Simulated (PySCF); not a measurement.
**BTe⁻: the SCF solver's settings**

Do solver options change the result for BTe⁻, or only the number of cycles?

Computed with PySCF 2.14.0. Level: method and basis as typed in the scripts.

6 further runs of the same task are left out: 6 that didn't finish.

**1. Starting geometry**

BTe⁻: 2 atoms, charge -1, spin multiplicity 1.

Bond lengths: B1–Te2 2.235 Å.

**2. The run that the others are compared with**

input.py

```python
from pyscf import gto, scf, mp

mol = gto.M(
    atom='B 0 0 0; Te 0 0 2.235',
    basis='def2-tzvpp',
    ecp={'Te': 'def2-tzvpp'},
    charge=-1,
    spin=0,
    symmetry=True,
    verbose=3,
)
mf = scf.RHF(mol)
mf.kernel()
mp.MP2(mf, frozen=5).kernel()
mf.dip_moment()
print('orbital energies (hartree):', mf.mo_energy[..., max(0, mol.nelec[1]-3):mol.nelec[0]+3].round(4))
```

Command:

```
> OMP_NUM_THREADS=1 python input.py
```

Its log is not repeated here.

It gives: E(SCF) = -291.662900 Eh, E(MP2) − E(SCF) = -0.54714 Eh.

The bond length is a typed value, not an optimised one. The dipole of an ion depends on the origin.

**3. Second-order solver on**

Run 1 changes second-order solver: off → on.

input.py

```python
from pyscf import gto, scf, mp

mol = gto.M(
    atom='B 0 0 0; Te 0 0 2.235',
    basis='def2-tzvpp',
    ecp={'Te': 'def2-tzvpp'},
    charge=-1,
    spin=0,
    symmetry=True,
    verbose=3,
)
mf = scf.RHF(mol)
mf = mf.newton()
mf.kernel()
mp.MP2(mf, frozen=5).kernel()
mf.dip_moment()
print('orbital energies (hartree):', mf.mo_energy[..., max(0, mol.nelec[1]-3):mol.nelec[0]+3].round(4))
```

Command:

```
> OMP_NUM_THREADS=1 python input.py
```

**4. Level shift 0.1 hartree**

Run 2 changes level shift: none → 0.1 hartree.

Edit input.py of step 2 so:

```diff
@@ -12,2 +12,3 @@
 mf = scf.RHF(mol)
+mf.level_shift = 0.1
 mf.kernel()
```

**5. Convergence threshold 1e-11 hartree**

Run 3 changes convergence threshold: default → 1e-11 hartree.

Edit input.py of step 2 so:

```diff
@@ -12,2 +12,3 @@
 mf = scf.RHF(mol)
+mf.conv_tol = 1e-11
 mf.kernel()
```

**6. Convergence threshold 1e-07 hartree**

Run 4 changes convergence threshold: default → 1e-07 hartree.

Edit input.py of step 2 so:

```diff
@@ -12,2 +12,3 @@
 mf = scf.RHF(mol)
+mf.conv_tol = 1e-07
 mf.kernel()
```

**7. Initial guess huckel**

Run 5 changes initial guess: minao → huckel.

Edit input.py of step 2 so:

```diff
@@ -12,2 +12,3 @@
 mf = scf.RHF(mol)
+mf.init_guess = 'huckel'
 mf.kernel()
```

**8. Point-group symmetry off**

Run 6 changes point-group symmetry: on → off.

Edit input.py of step 2 so:

```diff
@@ -8,3 +8,2 @@
     spin=0,
-    symmetry=True,
     verbose=3,
```

What does the calculation give? Wanted: for each run, E(SCF); from base; after the SCF.

As calculated:

```
                                run  E(SCF) (hartree)  from base (eV)                            after the SCF
                               base       -291.662900               0  MP2 correlation -14.889 eV, core frozen
             second-order solver on       -291.662900          0.0000  MP2 correlation -14.889 eV, core frozen
            level shift 0.1 hartree       -291.662900          0.0000  MP2 correlation -14.889 eV, core frozen
convergence threshold 1e-11 hartree       -291.662900          0.0000  MP2 correlation -14.889 eV, core frozen
convergence threshold 1e-07 hartree       -291.662900          0.0000  MP2 correlation -14.889 eV, core frozen
               initial guess huckel       -291.662900          0.0000  MP2 correlation -14.889 eV, core frozen
           point-group symmetry off       -291.662900          0.0000  MP2 correlation -14.889 eV, core frozen
```

In words: No change of the SCF energy comes from second-order solver on or level shift 0.1 hartree or convergence threshold 1e-11 hartree or convergence threshold 1e-07 hartree or initial guess huckel or point-group symmetry off.
